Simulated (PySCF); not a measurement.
# C₅H₆OS₂: a tour of settings

Aim: see how C₅H₆OS₂ (`CSc1ccc(O)s1`) answers to the choice of functional, basis, grid and SCF options, and what happens with inputs that are wrong on purpose.

Programs: PySCF 2.14.0, with density-fitted response routines of our own. Each step states its level of theory. These are calculated values for one molecule in the gas phase, unless marked as measured. Atoms count from 0, in the outputs and in this text.

### 1 The starting structure

14 atoms, charge 0, multiplicity 1; geometry from: GFN2-xTB.

Bonds of the start (Å): C0–S1 1.82, S1–C2 1.75, C2–C3 1.36, C3–C4 1.41, C4–C5 1.36, C5–O6 1.35, C5–S7 1.74, S7–C2 1.75, C0–H8 1.09, C0–H9 1.08, C0–H10 1.09, C3–H11 1.07, C4–H12 1.07, O6–H13 0.96.

### 2 Nuclear shieldings: PBE0/pcSseg-1

The job: settings as JSON, then the geometry in Å.

```
{"job": {"kind": "nmr", "xc": "PBE0", "basis": "pcSseg-1"}, "charge": 0, "multiplicity": 1}
C     -2.709088     0.835244     0.453578
S     -2.048513    -0.707979     1.158745
C     -0.358395    -0.540718     0.738025
C      0.480286    -1.531434     0.338002
C      1.814182    -1.103407     0.147160
C      1.982982     0.218543     0.409772
O      3.127764     0.919277     0.291670
S      0.500094     0.972438     0.927358
H     -2.242137     1.683167     0.946594
H     -3.776560     0.830115     0.646673
H     -2.518178     0.855238    -0.615357
H      0.147534    -2.539265     0.172166
H      2.611444    -1.738547    -0.188784
H      2.987906     1.846856     0.512406
```

Method: GIAO PBE0/pcSseg-1 NMR shielding, non-relativistic, gas phase.

The run is started by

```bash
> OMP_NUM_THREADS=1 python probes_run.py task.json out
```

One launch serves the whole session: the jobs run in the order shown.

What it wrote:

```text
coarse grid: 13488 points
cycle   1  E = -1064.9271538754  dE =  1.469e+00  |g| = 6.171e-01  |ddm| = 3.905e+00
cycle   2  E = -1064.8534337324  dE =  7.372e-02  |g| = 8.584e-01  |ddm| = 1.220e+00
cycle   3  E = -1065.0025541264  dE = -1.491e-01  |g| = 9.535e-02  |ddm| = 8.288e-01
cycle   4  E = -1065.0046127877  dE = -2.059e-03  |g| = 4.389e-02  |ddm| = 1.612e-01
cycle   5  E = -1065.0050409208  dE = -4.281e-04  |g| = 1.569e-02  |ddm| = 5.865e-02
cycle   6  E = -1065.0050944664  dE = -5.355e-05  |g| = 4.072e-03  |ddm| = 1.671e-02
cycle   7  E = -1065.0050978444  dE = -3.378e-06  |g| = 1.946e-03  |ddm| = 6.011e-03
final grid: 122976 points
cycle   8  E = -1065.0678681281  dE = -2.163e-05  |g| = 1.137e-02  |ddm| = 3.331e-02
cycle   9  E = -1065.0678357581  dE =  3.237e-05  |g| = 1.615e-02  |ddm| = 2.470e-02
cycle  10  E = -1065.0678972282  dE = -6.147e-05  |g| = 1.625e-03  |ddm| = 1.638e-02
cycle  11  E = -1065.0678978877  dE = -6.595e-07  |g| = 3.908e-04  |ddm| = 2.050e-03
cycle  12  E = -1065.0678979221  dE = -3.434e-08  |g| = 1.433e-04  |ddm| = 5.661e-04
cycle  13  E = -1065.0678979264  dE = -4.345e-09  |g| = 5.129e-05  |ddm| = 1.864e-04
cycle  14  E = -1065.0678979270  dE = -6.071e-10  |g| = 1.420e-05  |ddm| = 5.851e-05
converged SCF energy = -1065.0678979270

GIAO shielding tensors (ppm)
atom      isotropic    diamagn.    paramagn.     s11        s22        s33       span
  0 C      160.547     251.217     -90.670    139.082    159.913    182.647     43.565
  1 S      506.769    1055.069    -548.299    325.631    457.343    737.335    411.704
  2 C       52.969     265.166    -212.198    -16.397     75.843     99.460    115.857
  3 C       54.925     250.257    -195.332    -25.271     51.484    138.562    163.834
  4 C       79.935     253.280    -173.345     21.034     72.285    146.485    125.451
  5 C       16.609     261.969    -245.361    -57.726     26.243     81.309    139.034
  6 O      218.659     383.203    -164.545    153.615    241.808    260.552    106.937
  7 S      304.243    1059.097    -754.855    148.498    350.335    413.895    265.397
  8 H       29.143      30.655      -1.512     23.574     28.980     34.876     11.302
  9 H       29.703      28.050       1.653     24.694     26.343     38.071     13.377
 10 H       29.166      30.602      -1.436     25.123     26.921     35.455     10.332
 11 H       24.961      31.763      -6.802     21.786     24.358     28.740      6.953
 12 H       25.671      30.122      -4.451     22.360     25.459     29.194      6.834
 13 H       27.252      31.467      -4.214     18.676     26.960     36.121     17.445
```

Wall time 44 s (1 thread of Arm Neoverse N1, shared host); peak memory 0.81 GiB.

The references, computed at this level on geometries of the same kind, shield at (ppm): ¹H TMS 31.72, ¹³C TMS 186.9, ¹⁷O H2O 336.1, ³³S CS2 504. Their shielding less the atom's gives the shift. The references are single molecules in the gas phase, so shifts against H2O, NH3, PH3, H3PO4 or CFCl3 are not on the usual liquid scales and can be off by tens of ppm. Atoms listed in one row are averaged.

```tsv
atoms	environment	σ (ppm)	δ (ppm)	δ scaled to CDCl3
C5	aromatic carbon bearing oxygen	16.6	170.3	159.9
C2	aromatic carbon bearing sulfur	53.0	134.0	120.0
C3	aromatic CH	54.9	132.0	126.9
C4	aromatic CH	79.9	107.0	102.5
C0	methyl carbon bonded to S	160.5	26.4	19.4
H11	hydrogen on an aromatic CH	24.96	6.76	6.47
H12	hydrogen on an aromatic CH	25.67	6.05	5.81
H13	hydrogen on a phenol-type oxygen	27.25	4.46	–
H8, H9, H10	hydrogen on a methyl carbon bonded to S	29.34	2.38	2.35
S7	aromatic ring sulfur	304	199	–
S1	sulfide sulfur	507	-3	–
O6	phenol-type oxygen	218.7	117.4	–
```

The scaled column applies a straight-line fit of computed shieldings to shifts measured in CDCl3, with any fitted terms for Cl, Br or S neighbours (root-mean-square error 0.16 ppm for H, 1.9 ppm for C).

Charges from the same density, by scheme (e):

```tsv
atoms	Mulliken	IAO	Hirshfeld	ESP fit
C0	-0.39	-0.51	-0.12	-0.49
S1	0.10	0.17	0.01	-0.10
C2	-0.50	-0.29	-0.07	0.02
C3	0.05	-0.18	-0.08	-0.21
C4	-0.08	-0.24	-0.10	-0.28
C5	0.02	0.07	0.05	0.23
O6	-0.36	-0.45	-0.18	-0.52
S7	0.25	0.24	0.07	-0.08
```

Mayer bond orders: C0–S1 0.98, S1–C2 1.04, C2–C3 1.56, C3–C4 1.25, C4–C5 1.56, C5–O6 1.05, C5–S7 1.11, S7–C2 1.05.

Ring of atoms C2, C3, C4, C5, S7: NICS(0) -11.3, NICS(1) -8.7, NICS(1)zz -18.1 ppm (means of both faces).

### 3 TDDFT and polarisability: PBE0/def2-SVPD

The job, as its differences from that of step 2:

```diff
@@ -1,2 +1,2 @@
-{"job": {"kind": "nmr", "xc": "PBE0", "basis": "pcSseg-1"}, "charge": 0, "multiplicity": 1}
+{"job": {"kind": "uv", "xc": "PBE0", "basis": "def2-SVPD", "nstates": 6, "ntriplets": 2}, "charge": 0, "multiplicity": 1}
 C     -2.709088     0.835244     0.453578
```

Level: TDDFT PBE0/def2-SVPD, vertical, gas phase, core orbitals frozen in the response.

What it wrote:

```text
coarse grid: 13488 points
cycle   1  E = -1064.5285274212  dE =  1.399e+00  |g| = 5.849e-01  |ddm| = 8.274e+00
cycle   2  E = -1064.4479825740  dE =  8.054e-02  |g| = 8.448e-01  |ddm| = 2.839e+00
cycle   3  E = -1064.6009468899  dE = -1.530e-01  |g| = 8.968e-02  |ddm| = 1.884e+00
cycle   4  E = -1064.6028373210  dE = -1.890e-03  |g| = 4.269e-02  |ddm| = 3.730e-01
cycle   5  E = -1064.6032701811  dE = -4.329e-04  |g| = 1.593e-02  |ddm| = 1.761e-01
cycle   6  E = -1064.6033283091  dE = -5.813e-05  |g| = 4.113e-03  |ddm| = 5.852e-02
cycle   7  E = -1064.6033321325  dE = -3.823e-06  |g| = 1.694e-03  |ddm| = 1.391e-02
final grid: 122976 points
cycle   8  E = -1064.7194377751  dE = -2.349e-05  |g| = 1.084e-02  |ddm| = 1.626e-01
cycle   9  E = -1064.7194060390  dE =  3.174e-05  |g| = 1.540e-02  |ddm| = 5.597e-02
cycle  10  E = -1064.7194662553  dE = -6.022e-05  |g| = 1.675e-03  |ddm| = 4.490e-02
cycle  11  E = -1064.7194669923  dE = -7.370e-07  |g| = 4.047e-04  |ddm| = 6.563e-03
cycle  12  E = -1064.7194670314  dE = -3.915e-08  |g| = 1.366e-04  |ddm| = 1.645e-03
cycle  13  E = -1064.7194670357  dE = -4.228e-09  |g| = 5.416e-05  |ddm| = 4.631e-04
cycle  14  E = -1064.7194670364  dE = -7.085e-10  |g| = 1.607e-05  |ddm| = 1.566e-04
converged SCF energy = -1064.7194670364

Static polarisability (au): isotropic 103.158, principal 68.572 103.767 137.136

Singlet excitations
state   eV       nm        f      main configurations
  1   4.0253    308.0   0.00374   H->L 0.72, H->L+1 0.25
  2   4.4450    278.9   0.14310   H->L+1 0.68, H->L 0.23
  3   5.0024    247.8   0.01128   H->L+2 0.87
  4   5.3206    233.0   0.00341   H->L+3 0.89
  5   5.5213    224.6   0.00410   H-2->L 0.45, H-2->L+1 0.23, H-1->L 0.17
  6   5.7509    215.6   0.00168   H->L+4 0.68, H-2->L+1 0.20

Triplet excitations (Tamm-Dancoff, eV): 3.1143 3.8757
```

It took 68 s on 1 thread of Arm Neoverse N1, shared host; peak memory 0.88 GiB.

Frontier orbitals and where they lie:

```tsv
orbital	eV	atoms
HOMO−3	-9.32	S1 48 %, C0 12 %, S7 11 %
HOMO−2	-7.51	S7 38 %, C4 21 %, C3 17 %
HOMO−1	-7.46	S1 39 %, C2 15 %, S7 13 %
HOMO	-5.76	S1 29 %, C2 17 %, C5 14 %
LUMO	-0.57	S7 31 %, C2 13 %, C5 12 %
LUMO+1	-0.45	S7 34 %, C5 13 %, C2 13 %
LUMO+2	0.37	S1 33 %, S7 21 %, C0 13 %
```

With each of the 6 states as a Gaussian band of 0.4 eV half-width at 1/e, the curve within the window shown has maxima at 279 nm (ε 5,900) L/(mol cm). Beyond the last state computed it falls off for lack of states. The curve at chosen wavelengths:

(nm, ε (L/mol/cm)): (205, 73), (211, 160), (218, 288), (224, 399), (230, 511), (236, 657), (243, 975), (249, 1512), (255, 2390), (262, 3755), (268, 4914), (274, 5703), (280, 5900), (287, 5380), (293, 4502), (299, 3481), (305, 2517), (312, 1607), (318, 1043), (324, 655), (331, 369), (337, 222), (343, 132), (349, 78), (356, 42), (362, 25)

Further results of this job:

```tsv
property	computed
dipole moment (D)	1.96
polarisability (Å³)	15.29
HOMO–LUMO gap (eV)	5.19
−ε(HOMO) (eV)	5.76
```

### 4 NMR shieldings: PBE0/pcseg-1

The job, as its differences from that of step 3:

```diff
@@ -1,2 +1,2 @@
-{"job": {"kind": "uv", "xc": "PBE0", "basis": "def2-SVPD", "nstates": 6, "ntriplets": 2}, "charge": 0, "multiplicity": 1}
+{"job": {"kind": "nmr", "xc": "PBE0", "basis": "pcseg-1", "pop": false, "scf": {"diis": false, "guess": "random", "max_cycle": 72}}, "charge": 0, "multiplicity": 1}
 C     -2.709088     0.835244     0.453578
```

Level: GIAO PBE0/pcseg-1 NMR shielding, non-relativistic, gas phase.

What it wrote:

```text
start from random orthonormal orbitals
final grid: 122976 points
cycle   1  E = -947.9647365079  dE = -5.667e+02  |g| = 8.395e+00  |ddm| = 6.400e+02
cycle   2  E = -598.0580611408  dE =  3.499e+02  |g| = 1.969e+01  |ddm| = 8.479e+01
cycle   3  E = -810.2213184435  dE = -2.122e+02  |g| = 1.318e+01  |ddm| = 9.306e+01
cycle   4  E = -582.0626691630  dE =  2.282e+02  |g| = 1.995e+01  |ddm| = 5.974e+01
cycle   5  E = -647.3836091093  dE = -6.532e+01  |g| = 1.527e+01  |ddm| = 5.650e+01
cycle   6  E = -553.6283008650  dE =  9.376e+01  |g| = 2.010e+01  |ddm| = 5.781e+01
cycle   7  E = -648.7725805125  dE = -9.514e+01  |g| = 1.523e+01  |ddm| = 5.621e+01
cycle   8  E = -552.8328263411  dE =  9.594e+01  |g| = 1.989e+01  |ddm| = 5.630e+01
cycle   9  E = -649.1376077062  dE = -9.630e+01  |g| = 1.524e+01  |ddm| = 5.639e+01
cycle  10  E = -552.7483495532  dE =  9.639e+01  |g| = 1.988e+01  |ddm| = 5.640e+01
[... 52 cycles left out ...]
cycle  63  E = -649.1529261440  dE = -9.641e+01  |g| = 1.524e+01  |ddm| = 5.641e+01
cycle  64  E = -552.7452392929  dE =  9.641e+01  |g| = 1.988e+01  |ddm| = 5.641e+01
cycle  65  E = -649.1529261440  dE = -9.641e+01  |g| = 1.524e+01  |ddm| = 5.641e+01
cycle  66  E = -552.7452392929  dE =  9.641e+01  |g| = 1.988e+01  |ddm| = 5.641e+01
cycle  67  E = -649.1529261440  dE = -9.641e+01  |g| = 1.524e+01  |ddm| = 5.641e+01
cycle  68  E = -552.7452392929  dE =  9.641e+01  |g| = 1.988e+01  |ddm| = 5.641e+01
cycle  69  E = -649.1529261440  dE = -9.641e+01  |g| = 1.524e+01  |ddm| = 5.641e+01
cycle  70  E = -552.7452392929  dE =  9.641e+01  |g| = 1.988e+01  |ddm| = 5.641e+01
cycle  71  E = -649.1529261440  dE = -9.641e+01  |g| = 1.524e+01  |ddm| = 5.641e+01
cycle  72  E = -552.7452392929  dE =  9.641e+01  |g| = 1.988e+01  |ddm| = 5.641e+01
SCF not converged, last energy = -552.7452392929
```

It took 94 s on 1 thread of Arm Neoverse N1, shared host; peak memory 0.64 GiB.

Diagnosis: The SCF swings between two densities 96.41 Eh apart: plain iteration without DIIS overshoots. The remedy is to turn DIIS on. Numbers printed on the way are no properties of the molecule.

### 5 NMR shieldings: OLYP/cc-pVDZ-PP

The job, as its differences from that of step 4:

```diff
@@ -1,2 +1,2 @@
-{"job": {"kind": "nmr", "xc": "PBE0", "basis": "pcseg-1", "pop": false, "scf": {"diis": false, "guess": "random", "max_cycle": 72}}, "charge": 0, "multiplicity": 1}
+{"job": {"kind": "nmr", "xc": "OLYP", "basis": "cc-pVDZ-PP", "pop": true, "scf": {"max_cycle": 88}}, "charge": 0, "multiplicity": 3}
 C     -2.709088     0.835244     0.453578
```

Method: OLYP/cc-pVDZ-PP.

What it wrote:

```text
KeyError: 'Element c (Z=6) not found in basis cc-pVDZ-PP version 0'
```

Run time: 0.02 s. Hardware: 1 thread of Arm Neoverse N1, shared host.

Why it failed: The basis cc-pVDZ-PP has no functions for an element of the molecule, so the input was refused before any integral. Cure: choose a basis that covers all elements.

### 6 Spin-spin couplings: PBE/IGLO-II

The job, as its differences from that of step 5:

```diff
@@ -1,2 +1,2 @@
-{"job": {"kind": "nmr", "xc": "OLYP", "basis": "cc-pVDZ-PP", "pop": true, "scf": {"max_cycle": 88}}, "charge": 0, "multiplicity": 3}
+{"job": {"kind": "j", "xc": "PBE", "basis": "IGLO-II", "scf": {"aux": "def2-universal-jkfit"}}, "charge": 0, "multiplicity": 1}
 C     -2.709088     0.835244     0.453578
```

With the program's defaults for keys left out, this is: PBE/IGLO-II indirect spin-spin coupling, non-relativistic, gas phase.

What it wrote:

```text
final grid: 122976 points
cycle   1  E = -1064.9453620883  dE =  1.209e+00  |g| = 8.521e-01  |ddm| = 3.539e+00
cycle   2  E = -1064.5419294844  dE =  4.034e-01  |g| = 1.557e+00  |ddm| = 2.135e+00
cycle   3  E = -1065.0648894506  dE = -5.230e-01  |g| = 2.551e-01  |ddm| = 1.733e+00
cycle   4  E = -1065.0772875091  dE = -1.240e-02  |g| = 1.664e-01  |ddm| = 4.413e-01
cycle   5  E = -1065.0836881420  dE = -6.401e-03  |g| = 6.496e-02  |ddm| = 1.843e-01
cycle   6  E = -1065.0846181721  dE = -9.300e-04  |g| = 2.179e-02  |ddm| = 6.746e-02
cycle   7  E = -1065.0847213546  dE = -1.032e-04  |g| = 1.040e-02  |ddm| = 2.955e-02
cycle   8  E = -1065.0847471946  dE = -2.584e-05  |g| = 3.127e-03  |ddm| = 1.098e-02
cycle   9  E = -1065.0847494973  dE = -2.303e-06  |g| = 4.635e-04  |ddm| = 3.038e-03
cycle  10  E = -1065.0847495402  dE = -4.293e-08  |g| = 1.706e-04  |ddm| = 5.986e-04
cycle  11  E = -1065.0847495464  dE = -6.126e-09  |g| = 7.644e-05  |ddm| = 2.608e-04
cycle  12  E = -1065.0847495477  dE = -1.350e-09  |g| = 2.723e-05  |ddm| = 8.944e-05
cycle  13  E = -1065.0847495479  dE = -1.564e-10  |g| = 5.749e-06  |ddm| = 2.631e-05
converged SCF energy = -1065.0847495479

Indirect spin-spin couplings (Hz)
  i      j    bonds     total        FC       PSO       DSO        SD
  0 C    1 S    1    -18.442   -19.957     1.482     0.034         -
  0 C    2 C    2     -1.053    -0.862    -0.237     0.046         -
  0 C    3 C    3      1.451     1.501     0.006    -0.055         -
  0 C    5 C    4      0.657     0.748    -0.047    -0.044         -
  0 C    7 S    3      2.409     2.513    -0.116     0.012         -
  0 C    8 H    1    128.580   127.318     0.437     0.826         -
  0 C    9 H    1    121.902   120.641     0.520     0.742         -
  0 C   10 H    1    128.061   126.889     0.382     0.790         -
  0 C   11 H    4     -0.644    -0.570     0.179    -0.254         -
  0 C   12 H    5      0.320     0.346     0.225    -0.251         -
  1 S    2 C    1    -28.756   -27.254    -1.563     0.062         -
  1 S    3 C    2      4.538     4.968    -0.430    -0.000         -
  1 S    4 C    3      0.799     0.916    -0.100    -0.017         -
  1 S    5 C    3     -1.039    -0.744    -0.278    -0.017         -
  1 S    8 H    2      0.552     0.353     0.233    -0.034         -
  1 S    9 H    2      7.866     7.354     0.545    -0.034         -
  1 S   10 H    2      0.731     0.522     0.249    -0.039         -
  1 S   11 H    3      1.012     1.118    -0.117     0.012         -
  1 S   12 H    4      0.210     0.250     0.046    -0.085         -
  2 C    3 C    1     66.882    73.404    -6.859     0.336         -
  2 C    4 C    2      3.241     2.906     0.279     0.056         -
  2 C    5 C    2      8.654     8.746    -0.185     0.093         -
  2 C    6 O    3      1.228     1.266    -0.080     0.043         -
  2 C    7 S    1    -25.709   -21.627    -4.148     0.066         -
  2 C    8 H    3      4.198     4.189    -0.191     0.200         -
  2 C    9 H    3     11.073    11.208     0.232    -0.367         -
  2 C   10 H    3      1.394     1.364    -0.228     0.258         -
  2 C   11 H    2      4.864     5.987    -0.986    -0.137         -
  2 C   12 H    3     12.780    12.667     0.522    -0.409         -
  2 C   13 H    4     -0.904    -0.444    -0.115    -0.345         -
  3 C    4 C    1     58.659    62.797    -4.419     0.280         -
  3 C    5 C    2      9.040     8.783     0.193     0.064         -
  3 C    6 O    3     -2.283    -2.406     0.077     0.045         -
  3 C    7 S    2     -0.135     0.280    -0.417     0.001         -
  3 C    8 H    4     -0.281    -0.176     0.147    -0.252         -
  3 C    9 H    4      0.659     0.688     0.293    -0.323         -
  3 C   10 H    4      0.304     0.318     0.038    -0.053         -
  3 C   11 H    1    153.235   152.111     0.044     1.080         -
  3 C   12 H    2      3.871     4.576    -0.430    -0.275         -
  3 C   13 H    4      0.547     0.694     0.299    -0.446         -
  4 C    5 C    1     80.108    86.141    -6.376     0.342         -
  4 C    6 O    2    -11.048   -12.201     1.138     0.015         -
  4 C    7 S    2      0.808     1.238    -0.430    -0.001         -
  4 C    9 H    5      0.557     0.606     0.227    -0.275         -
  4 C   11 H    2      4.686     5.371    -0.426    -0.259         -
  4 C   12 H    1    150.783   149.370     0.344     1.070         -
  4 C   13 H    3      7.849     8.102     0.459    -0.712         -
  5 C    6 O    1     32.618    29.695     3.068    -0.146         -
  5 C    7 S    1    -25.352   -20.333    -5.085     0.066         -
  5 C    9 H    5     -0.208    -0.120     0.176    -0.264         -
  5 C   11 H    3     13.883    13.838     0.446    -0.401         -
  5 C   12 H    2      2.451     3.581    -0.950    -0.180         -
  5 C   13 H    2     -3.502    -2.795    -0.266    -0.440         -
  6 O   11 H    4     -0.623    -0.733    -0.091     0.201         -
  6 O   12 H    3     -1.275    -1.493     0.207     0.011         -
  6 O   13 H    1    -66.143   -55.511   -10.211    -0.422         -
  7 S    8 H    4      0.273     0.155    -0.001     0.120         -
  7 S    9 H    4      0.309     0.355     0.022    -0.068         -
  7 S   11 H    3      0.855     0.910     0.082    -0.136         -
  7 S   12 H    3      0.716     0.771     0.086    -0.141         -
  7 S   13 H    3      0.445     0.799    -0.414     0.060         -
  8 H    9 H    2    -11.656   -11.808     2.522    -2.370         -
  8 H   10 H    2     -7.710    -7.899     2.440    -2.250         -
  8 H   11 H    5     -0.234     0.006     1.005    -1.245         -
  9 H   10 H    2    -11.326   -11.433     2.576    -2.469         -
  9 H   11 H    5     -0.210     0.004     0.854    -1.069         -
  9 H   12 H    6      0.256     0.407     0.887    -1.037         -
 11 H   12 H    3      4.145     4.261     0.415    -0.531         -
 12 H   13 H    4     -0.488    -0.245     2.363    -2.606         -
```

It took 59 s on 1 thread of Arm Neoverse N1, shared host; peak memory 0.74 GiB.

Couplings of 1 Hz or more, nine at most for each number of bonds, with means over like pairs (isotopes 13C, 1H, 17O, 33S):

```tsv
pair	bonds	J (Hz)	Fermi contact (Hz)	dihedral (°)
C3–H11	1	153.2	152.1	–
C4–H12	1	150.8	149.4	–
C0–H8	1	126.2	124.9	–
C4–C5	1	80.1	86.1	–
C2–C3	1	66.9	73.4	–
O6–H13	1	-66.1	-55.5	–
C3–C4	1	58.7	62.8	–
C5–O6	1	32.6	29.7	–
S1–C2	1	-28.8	-27.3	–
C4–O6	2	-11.0	-12.2	–
H8–H9	2	-10.2	-10.4	–
C3–C5	2	9.0	8.8	–
C2–C5	2	8.7	8.7	–
C2–H11	2	4.9	6.0	–
C4–H11	2	4.7	5.4	–
S1–C3	2	4.5	5.0	–
C3–H12	2	3.9	4.6	–
C5–H13	2	-3.5	-2.8	–
C5–H11	3	13.9	13.8	179
C2–H12	3	12.8	12.7	-179
C4–H13	3	7.8	8.1	178
C2–H8	3	5.6	5.6	–
H11–H12	3	4.1	4.3	1
C0–S7	3	2.4	2.5	43
C3–O6	3	-2.3	-2.4	-178
C0–C3	3	1.5	1.5	-142
O6–H12	3	-1.3	-1.5	0
```

The spin-dipole term was not solved, so all couplings lack that part.

The response was solved for the nuclei of C, H alone, so couplings that need other nuclei can be missing.

Quadrupole couplings from the field gradients of the same density:

```tsv
atom	isotope	eQq/h (MHz)	η
S1	33S	47.1	0.59
S7	33S	-29.5	0.93
O6	17O	-10.4	0.92
```

Joined with the shifts from before (PBE0/pcSseg-1, scaled to CDCl3 for protons on carbon, raw for the others), the couplings predict the line list below for 400 MHz.

¹H NMR δ 6.47 (d, J = 4.1 Hz, 1H), 5.81 (d, J = 4.1 Hz, 1H), 4.46 (br s, 1H), 2.35 (s, 3H).

### 7 Results

| quantity | value |
| --- | --- |
| ¹³C shifts against TMS (PBE0/pcSseg-1) | 170.3, 134.0, 132.0, 107.0, 26.4 ppm |
| ¹H shifts against TMS (PBE0/pcSseg-1, means over atoms taken as alike) | 6.76, 6.05, 4.46, 2.38 ppm |
| ³³S shifts against CS2 (PBE0/pcSseg-1) | 199, -3 ppm |
| ¹⁷O shifts against H2O (PBE0/pcSseg-1) | 117.4 ppm |
| lowest singlet (PBE0/def2-SVPD) | 4.03 eV (308 nm), f = 0.004 |
| brightest single state of those computed | state 2, 4.45 eV, f = 0.143 |
| lowest triplet | 3.11 eV |
| largest coupling of the table (PBE/IGLO-II) | ¹J(C,H) C3–H11, 153.2 Hz |
| property runs in this session | 5, of which 2 failed and 0 gave unsound results |

Single values in the summary come from the first run of each kind that ended normally (PBE0/pcSseg-1; PBE0/def2-SVPD; PBE/IGLO-II), which need not be the best level. At PBE0/pcSseg-1: The largest span, 412 ppm, is at S1, where the paramagnetic term is -548 ppm. NICS(1)zz of -18 ppm above the planar ring from C2 marks a diatropic (aromatic) ring current. The lowest singlet, at 4.03 eV, is HOMO→LUMO 0.72, HOMO→LUMO+1 0.25 and is weak; of the 6 states computed, the strongest absorption comes from state 2 at 4.45 eV. The lowest triplet lies 0.91 eV below the lowest singlet (triplets in Tamm-Dancoff, singlets in full TDDFT). Of the pairs tabulated at PBE/IGLO-II, C3–H11 couples most strongly (153.2 Hz; Fermi contact 152.1 Hz). Couplings across rotatable bonds belong to this one conformer; where others are populated, the observed values are averages.
